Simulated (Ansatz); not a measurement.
A run of Ansatz 0.2.0 is set up as follows.

The input input.yaml:

```yaml
crystal:
  lattice:
    - [3.7029743866, 0.0, 0.0]
    - [-1.8514871933, 3.2068698884, 0.0]
    - [0.0, 0.0, 3.694211]
  atoms:
    - { symbol: Te, position: [0.6666666667, 0.3333333333, 0.0] }
    - { symbol: Nb, position: [0.0, 0.0, 0.5] }
hamiltonian:
  xc: pbesol
  pseudopotentials: { kind: paw }
  hubbard: { sites: [{ species: Nb, l: d, u_eff: 1.0 }] }
kpoints:
  mp_grid: { grid: [8, 8, 7] }
scf:
  occupations: { method: fermi_dirac, width: 0.05 }
  n_extra_bands: 6
output:
  forces: true
  stress: true
  eigenvalues: true
  dos: { projected: true, de: 0.05, nscf_kmesh: { grid: [12, 12, 11] } }
```

Potentials or basis: Ansatz PAW.

Launch:

```bash
$ ansatz run input.yaml --threads 2 --pin off --max-ram 5632MiB --backend cpu --events-out ev --progress --plain --runs-dir out
```

Task: Predict the density of states at the Fermi level.

Result: 1.50 states/eV per cell.

Task: Estimate the band gap on the k mesh.

Result: None (metal or under the smearing width).

Task: What does it give for the pressure?

Result: -5.1 GPa.

States per cell in windows of 1 eV (zero at the Fermi level; states under -8 eV left out):
| from (eV) | total | Nb 4d | Te 5p | Nb 5s | Te 5s | Nb 4p |
| --- | --- | --- | --- | --- | --- | --- |
| -8.0 | 0.08 | 0.01 | 0.05 | 0.01 | 0.00 | 0.00 |
| -7.0 | 1.35 | 0.29 | 0.87 | 0.14 | 0.02 | 0.01 |
| -6.0 | 1.15 | 0.28 | 0.76 | 0.05 | 0.03 | 0.01 |
| -5.0 | 1.58 | 0.50 | 1.00 | 0.03 | 0.02 | 0.01 |
| -4.0 | 1.66 | 0.66 | 0.96 | 0.01 | 0.01 | 0.01 |
| -3.0 | 0.44 | 0.28 | 0.14 | 0.00 | 0.00 | 0.00 |
| -2.0 | 1.73 | 1.46 | 0.10 | 0.08 | 0.01 | 0.00 |
| -1.0 | 1.07 | 1.00 | 0.04 | 0.00 | 0.00 | 0.00 |
| 0.0 | 2.11 | 1.70 | 0.20 | 0.05 | 0.08 | 0.00 |
| 1.0 | 2.80 | 2.06 | 0.37 | 0.08 | 0.17 | 0.00 |
| 2.0 | 1.45 | 0.70 | 0.45 | 0.17 | 0.02 | 0.00 |
| 3.0 | 0.88 | 0.34 | 0.27 | 0.14 | 0.02 | 0.00 |
| 4.0 | 0.94 | 0.13 | 0.16 | 0.23 | 0.04 | 0.00 |
| 5.0 | 1.24 | 0.07 | 0.13 | 0.21 | 0.03 | 0.00 |
| 6.0 | 1.64 | 0.07 | 0.11 | 0.16 | 0.02 | 0.00 |
| 7.0 | 0.88 | 0.03 | 0.04 | 0.04 | 0.00 | 0.00 |

Caveat: U without spin polarisation on a metal has little footing; the PAW data sets come from PBE, with cores solved anew for the run's functional, which leaves a small shift of forces and pressure; the U is typed as a test and isn't derived for this compound. Spin-orbit coupling is left out, which matters for the levels of Te.
